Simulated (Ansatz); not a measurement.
# BBrF₂: from a rough start to a minimum

The task is to find a stationary geometry of BBrF₂, then compute its harmonic vibrations to see whether it is a minimum and to get the zero-point energy and entropy, and look at its orbitals and charge.

Method: RKS PBE0-D4/def2-TZVP; program: Ansatz 0.2.0, Gaussian basis.

Levels to be run: relaxation at PBE-D4/def2-SVP; relaxation at PBE0-D4/def2-TZVP; harmonic vibrations at the same level; a single point in def2-TZVPP for the fields.

**1. Starting geometry**

4 atoms, charge 0, spin multiplicity 1.

Atoms are counted from 1 here; the program's logs count them from 0.

Bond lengths: F1–B2 1.483 Å, B2–F3 1.472 Å, B2–Br4 2.074 Å. Angles: F1–B2–F3 121.6°, F1–B2–Br4 117.2°, F3–B2–Br4 121.1°.

As a file:

```
F    -0.17840   -1.54750   -0.12660
B    -0.13490   -0.06900   -0.02470
F    -1.34990    0.75030   -0.16200
Br    1.71860    0.80590    0.29310
```

The start is a force-field geometry with small random shifts, so a cheaper pass at PBE-D4/def2-SVP comes first.

**2. Relaxation at PBE-D4/def2-SVP (cheap first pass)**

Contents of in.yaml:

```yaml
crystal:
  periodic: [false, false, false]
  atoms:
    - {symbol: F, position_ang: [-0.178400, -1.547500, -0.126600]}
    - {symbol: B, position_ang: [-0.134900, -0.069000, -0.024700]}
    - {symbol: F, position_ang: [-1.349900, 0.750300, -0.162000]}
    - {symbol: Br, position_ang: [1.718600, 0.805900, 0.293100]}
basis:
  gaussian: {orbitals: def2-SVP}
hamiltonian: {xc: pbe, dispersion: d4}
relax: {f_tol: 0.03, max_steps: 200}
```

Launch:

```
> ansatz run in.yaml --threads 4 --pin off --events-out ev --progress --plain --max-ram 10444MiB
```

The log of the run, shortened:

```text
Functional definition: PBE
  name "PBE"
  cite "Perdew, Burke & Ernzerhof, Phys. Rev. Lett. 77, 3865 (1996) doi:10.1103/PhysRevLett.77.3865"
  parent pbe
[...]
795 factors; their error is unknown
[...]
mean field -76129.53333875 eV, -2797.7087477480 hartree, gradient 5.5e-5 eV, S^2 0.000000; 0 other end points of the search recorded, 0 dependent functions left out
[...]
reference -76129.53336429 eV, -2797.7087486867 hartree; 29, 29 occupied and 45, 45 virtual orbitals, 795 factors
relax step   1: F+E_penalty+E_count = -76129.60297890 eV  Δ(F+E_penalty+E_count) = +0.000e0 eV  max|allowed force component| = 4.943e0 eV/Å  Δτ_max = 0.0000 Å  (23 SCF iters, accepted)
[...]
relax step   4: F+E_penalty+E_count = -76130.74444847 eV  Δ(F+E_penalty+E_count) = -1.524e-1 eV  max|allowed force component| = 2.208e-1 eV/Å  Δτ_max = 0.0556 Å  (27 SCF iters, accepted)
[...]
relax step   5: F+E_penalty+E_count = -76130.74760641 eV  Δ(F+E_penalty+E_count) = -3.158e-3 eV  max|allowed force component| = 7.492e-3 eV/Å  Δτ_max = 0.0120 Å  (24 SCF iters, accepted)
795 factors; their error is unknown
mean field -76130.67541124 eV, -2797.7507181379 hartree, gradient 5.4e-5 eV, S^2 0.000000; 1 other end points of the search recorded, 0 dependent functions left out
[...]
reference -76130.67543643 eV, -2797.7507190635 hartree; 29, 29 occupied and 45, 45 virtual orbitals, 795 factors
Total energy: -76130.74763160 eV, -2797.7533721870 hartree
Atom 0 at    -0.201632    -1.394318    -0.117996 Å, force    -0.005713    -0.007331    -0.001740 eV/Å
Atom 1 at    -0.113261    -0.078051    -0.027403 Å, force     0.007492     0.006512     0.002756 eV/Å
Atom 2 at    -1.210415     0.650923    -0.144177 Å, force    -0.006299    -0.001678    -0.001491 eV/Å
Atom 3 at     1.580708     0.761146     0.269375 Å, force     0.004519     0.002498     0.000475 eV/Å
Dipole moment:     0.038177     0.018853     0.006617 e Å
```

Run time: 2.9 s. Hardware: 4 threads of Arm Neoverse V2, shared host.

Step by step: (the energy doesn't fall at every step)

```
step  energy from step 1 (eV)  largest force component (eV/Å)
   1                   0.0000                          4.9433
   2                  -0.9891                          2.4276
   3                  -0.9720                          1.9628
   4                  -1.1415                          0.2208
   5                  -1.1446                          0.0075
```

Close pairs (by a distance rule), those that changed most:

```
  bond  before (Å)  after (Å)  change (Å)
B2–Br4       2.074      1.914      -0.161
 F1–B2       1.483      1.322      -0.160
 B2–F3       1.472      1.322      -0.149
```

**3. Optimising with PBE0-D4/def2-TZVP**

Contents of in.yaml:

```yaml
crystal:
  periodic: [false, false, false]
  atoms:
    - {symbol: F, position_ang: [-0.201632, -1.394318, -0.117996]}
    - {symbol: B, position_ang: [-0.113261, -0.078051, -0.027403]}
    - {symbol: F, position_ang: [-1.210415, 0.650923, -0.144177]}
    - {symbol: Br, position_ang: [1.580708, 0.761146, 0.269375]}
basis:
  gaussian: {orbitals: def2-TZVP}
hamiltonian: {xc: pbe0, dispersion: d4}
relax: {f_tol: 0.005, max_steps: 150}
```

Same command.

The log of the run, shortened:

```text
Functional definition: PBE0
  name "PBE0"
  cite "Adamo & Barone, J. Chem. Phys. 110, 6158 (1999) doi:10.1063/1.478522"
  cite "Perdew, Burke & Ernzerhof, Phys. Rev. Lett. 77, 3865 (1996) doi:10.1103/PhysRevLett.77.3865"
  parent pbe
[...]
894 factors; their error is unknown
[...]
mean field -76149.04782789 eV, -2798.4258919963 hartree, gradient 4.4e-5 eV, S^2 0.000000; 0 other end points of the search recorded, 0 dependent functions left out
[...]
reference -76149.04785162 eV, -2798.4258928684 hartree; 29, 29 occupied and 112, 112 virtual orbitals, 894 factors
relax step   1: F+E_penalty+E_count = -76149.10779412 eV  Δ(F+E_penalty+E_count) = +0.000e0 eV  max|allowed force component| = 6.800e-1 eV/Å  Δτ_max = 0.0000 Å  (25 SCF iters, accepted)
[...]
relax step   3: F+E_penalty+E_count = -76149.11737679 eV  Δ(F+E_penalty+E_count) = +4.609e-5 eV  max|allowed force component| = 1.619e-1 eV/Å  Δτ_max = 0.0121 Å  (30 SCF iters, rejected (line search))
[...]
relax step   4: F+E_penalty+E_count = -76149.11866548 eV  Δ(F+E_penalty+E_count) = -1.243e-3 eV  max|allowed force component| = 3.858e-3 eV/Å  Δτ_max = 0.0043 Å  (31 SCF iters, accepted)
894 factors; their error is unknown
mean field -76149.05856660 eV, -2798.4262866368 hartree, gradient 1.4e-5 eV, S^2 0.000000; 1 other end points of the search recorded, 0 dependent functions left out
[...]
reference -76149.05859036 eV, -2798.4262875101 hartree; 29, 29 occupied and 112, 112 virtual orbitals, 894 factors
Total energy: -76149.11868924 eV, -2798.4284961031 hartree
Atom 0 at    -0.200871    -1.381466    -0.117516 Å, force    -0.000489    -0.002872    -0.000154 eV/Å
Atom 1 at    -0.114164    -0.078498    -0.027516 Å, force     0.003858     0.001896     0.000439 eV/Å
Atom 2 at    -1.199664     0.643720    -0.143426 Å, force    -0.002606     0.001363    -0.000212 eV/Å
Atom 3 at     1.570099     0.755944     0.268257 Å, force    -0.000763    -0.000387    -0.000073 eV/Å
Dipole moment:     0.049471     0.024510     0.008701 e Å
```

Wall time 6.5 s (4 threads of Arm Neoverse V2, shared host); peak memory 0.27 GiB.

Along the way:

```
step  energy from step 1 (eV)  largest force component (eV/Å)
   1                   0.0000                          0.6800
   2                  -0.0096                          0.2457
   3                  -0.0096                          0.1619
   4                  -0.0109                          0.0039
```

Distances of close pairs at the start and the end, largest changes first:

```
  bond  before (Å)  after (Å)  change (Å)
 B2–F3       1.322      1.309      -0.013
 F1–B2       1.322      1.309      -0.013
B2–Br4       1.914      1.903      -0.011
```

Mulliken charges of the relaxed molecule (report file):

```
atom  value (e)
  F1      -0.20
  B2       0.47
  F3      -0.20
 Br4      -0.07
```

**4. Harmonic vibrations**

Contents of in.yaml:

```yaml
crystal:
  periodic: [false, false, false]
  atoms:
    - {symbol: F, position_ang: [-0.200871, -1.381466, -0.117516]}
    - {symbol: B, position_ang: [-0.114164, -0.078498, -0.027516]}
    - {symbol: F, position_ang: [-1.199664, 0.643720, -0.143426]}
    - {symbol: Br, position_ang: [1.570099, 0.755944, 0.268257]}
basis:
  gaussian: {orbitals: def2-TZVP}
hamiltonian: {xc: pbe0, dispersion: d4}
phonons: {temperatures: {t_min: 298.15, t_max: 900, t_step: 200}}
```

Launched as before.

The log of the run, shortened:

```text
Functional definition: PBE0
  name "PBE0"
  cite "Adamo & Barone, J. Chem. Phys. 110, 6158 (1999) doi:10.1063/1.478522"
  cite "Perdew, Burke & Ernzerhof, Phys. Rev. Lett. 77, 3865 (1996) doi:10.1103/PhysRevLett.77.3865"
  parent pbe
[...]
894 factors; their error is unknown
[...]
mean field -76149.05856660 eV, -2798.4262866368 hartree, gradient 1.4e-5 eV, S^2 0.000000; 0 other end points of the search recorded, 0 dependent functions left out
[...]
reference -76149.05859036 eV, -2798.4262875101 hartree; 29, 29 occupied and 112, 112 virtual orbitals, 894 factors
[...]
894 factors; their error is unknown
mean field -76149.05854293 eV, -2798.4262857671 hartree, gradient 2.3e-6 eV, S^2 0.000000; 0 other end points of the search recorded, 0 dependent functions left out
[...]
reference -76149.05856670 eV, -2798.4262866404 hartree; 29, 29 occupied and 112, 112 virtual orbitals, 894 factors
[...]
reference -76149.05858371 eV, -2798.4262872657 hartree; 29, 29 occupied and 112, 112 virtual orbitals, 894 factors
[...]
894 factors; their error is unknown
mean field -76149.05856253 eV, -2798.4262864872 hartree, gradient 2.3e-6 eV, S^2 0.000000; 0 other end points of the search recorded, 0 dependent functions left out
[...]
reference -76149.05858629 eV, -2798.4262873605 hartree; 29, 29 occupied and 112, 112 virtual orbitals, 894 factors
Total energy: -76149.11868924 eV, -2798.4284961031 hartree
Atom 0 at    -0.200871    -1.381466    -0.117516 Å, force    -0.000498    -0.002884    -0.000154 eV/Å
Atom 1 at    -0.114164    -0.078498    -0.027516 Å, force     0.003859     0.001909     0.000434 eV/Å
Atom 2 at    -1.199664     0.643720    -0.143426 Å, force    -0.002589     0.001357    -0.000208 eV/Å
Atom 3 at     1.570099     0.755944     0.268257 Å, force    -0.000772    -0.000382    -0.000073 eV/Å
Dipole moment:     0.049470     0.024509     0.008701 e Å
Vibrations: 295.09 352.41 570.51 635.38 1229.18 1458.36 cm⁻¹, zero-point energy 0.281502 eV
```

It took 14 s on 4 threads of Arm Neoverse V2, shared host; peak memory 0.28 GiB.

Motions are named by where the mode's potential energy lies. The modes, unscaled (a negative number is an imaginary wavenumber):

```
mode  cm⁻¹                  motion
   1   295                    bend
   2   352  bend with B–Br stretch
   3   571       out-of-plane bend
   4   635  B–Br stretch with bend
   5  1229             B–F stretch
   6  1458             B–F stretch
```

From these modes and the moments of inertia (298.15 K, 1 bar, symmetry number 2):

```
                term            value
   zero-point energy      27.2 kJ/mol
          H(298) − E      40.0 kJ/mol
entropy, translation  169.4 J/(mol K)
   entropy, rotation  103.1 J/(mol K)
  entropy, vibration   14.8 J/(mol K)
      entropy, total  287.4 J/(mol K)
```

**5. Fields at the relaxed geometry**

Changes to in.yaml since step 4:

```diff
@@ -8,4 +8,4 @@
 basis:
-  gaussian: {orbitals: def2-TZVP}
+  gaussian: {orbitals: def2-TZVPP}
 hamiltonian: {xc: pbe0, dispersion: d4}
-phonons: {temperatures: {t_min: 298.15, t_max: 900, t_step: 200}}
+output: {orbitals: {seedname: orbitals}}
```

Same command.

The log of the run:

```text
Functional definition: PBE0
  name "PBE0"
  cite "Adamo & Barone, J. Chem. Phys. 110, 6158 (1999) doi:10.1063/1.478522"
  cite "Perdew, Burke & Ernzerhof, Phys. Rev. Lett. 77, 3865 (1996) doi:10.1103/PhysRevLett.77.3865"
  parent pbe
  parameter a = 0.25
  parameter kappa = 0.804
  parameter beta = 0.06672455060314922
  exchange = (1 - a)*pbe_x(kappa = kappa, mu = beta*pi^2/3) + a*exact_x
  correlation = pbe_c(beta = beta)
894 factors; their error is unknown
mean field evaluation 1: about -76146.7400 eV, gradient 3.8e1 eV
mean field evaluation 2: about -76144.7330 eV, gradient 5.5e1 eV
mean field evaluation 4: about -76148.5961 eV, gradient 8.9e-1 eV
mean field evaluation 8: about -76148.5976 eV, gradient 5.0e-3 eV
mean field evaluation 16: about -76149.0586 eV, gradient 1.4e-5 eV
mean field -76149.05856669 eV, -2798.4262866403 hartree, gradient 1.3e-5 eV, S^2 0.000000; 0 other end points of the search recorded, 0 dependent functions left out
reference -76149.05859046 eV, -2798.4262875136 hartree; 29, 29 occupied and 112, 112 virtual orbitals, 894 factors
Total energy: -76149.11868933 eV, -2798.4284961065 hartree
```

Run time: 0.95 s. Hardware: 4 threads of Arm Neoverse V2, shared host; peak memory 0.26 GiB.

Orbitals, density, ELF and potential are computed afterwards from the orbital file.

Frontier orbitals at PBE0-D4/def2-TZVPP, with the share of their density that lies nearest to each atom:

```
orbital  energy (eV)                                    lies on
 HOMO-1        -9.41                           Br4 89 %; B2 7 %
   HOMO        -9.08                                   Br4 92 %
   LUMO        -0.40  B2 59 %; Br4 17 %; F1, F3 about 12 % each
```

ELF in a plane through or near 4 of the atoms.

Ten even steps from ' ' (0.00) to '@' (0.87):
```
                                                        
                                                        
                                                        
                            ........                    
          ..::----::      ::==****++--..                
        ..--++****==..    --##%%@@%%**==..              
      ::==##%%@@@@%%++::  ==%%@@++@@@@##--              
      --**%%@@@@@@%%%%++..--%%@@==@@@@##==              
      ==##%%@@**--++####==--**%%@@@@%%++--              
      ==##%%++####**::%%**..**--==--..                  
      ==##%%++++%%++--%%##..##--==--::                  
      ==##%%@@++==++####==--**@@@@@@%%++::              
      --**%%@@@@@@@@%%++..--%%%%--@@@@##==              
      ::==##%%@@@@%%++::  ==%%@@##@@@@##--              
        ..--++****==::    --##%%@@%%**==..              
          ..::----::      ::==****++--..                
                            ........                    
                                                        
                                                        
                                                        
```
The map spans 8.7 Å across and 7.5 Å up, centred on the molecule. Atoms in the plane (x, y in Å): F1 (0.8, -1.1), B2 (0.1, 0.0), F3 (0.8, 1.1), Br4 (-1.8, 0.0).

log10 of the density (e/Å³) in the same plane.

Ten even steps from '0' (-4.0) to '9' (2.2):
```
0000000000000000000000000000
0000000000000001100000000000
0000000010001112221100000000
0000111222222233333220000000
0001222333323445554331100000
0012233343334456665432100000
0123344555444567876542100000
1123455666555567876542200000
1224456666665667776542100000
1234556898666787655432100000
1234556898766687655432100000
1224456676655667776542100000
1123455666555567876542200000
0123344555444567876542100000
0012233343333456665432100000
0001222333323445554331100000
0000111222212233333220000000
0000000111001112211100000000
0000000000000001100000000000
0000000000000000000000000000
```
The map spans 8.7 Å across and 7.5 Å up, centred on the molecule. Atoms in the plane (x, y in Å): F1 (0.8, -1.1), B2 (0.1, 0.0), F3 (0.8, 1.1), Br4 (-1.8, 0.0).

On the surface of density 0.002 e/bohr³ the electrostatic potential runs, from the 1st to the 99th percentile, from -0.35 V near F1 to 2.00 V near B2.

**6. What came out**

```
                  quantity            value
               point group              C2v
                     steps            5 + 4
shift from the start (rms)          0.148 Å
              total energy   -76149.1187 eV
           dispersion term          -60 meV
             dipole moment           0.27 D
lowest, highest wavenumber   295, 1458 cm⁻¹
         zero-point energy      27.2 kJ/mol
       entropy at 298.15 K  287.4 J/(mol K)
                HOMO, LUMO  -9.08, -0.40 eV
```

In words: The relaxed geometry lies 0.15 Å (rms) from the start; the bond that changed most is F1–B2, from 1.483 to 1.309 Å. No mode is imaginary: a true minimum at this level. The stiffest mode, 1458 cm⁻¹, is a B–F stretch. The largest Mulliken charge, +0.47 e, sits on B2. The HOMO lies mostly on Br4 92 % and the LUMO on B2 59 %; Br4 17 %.
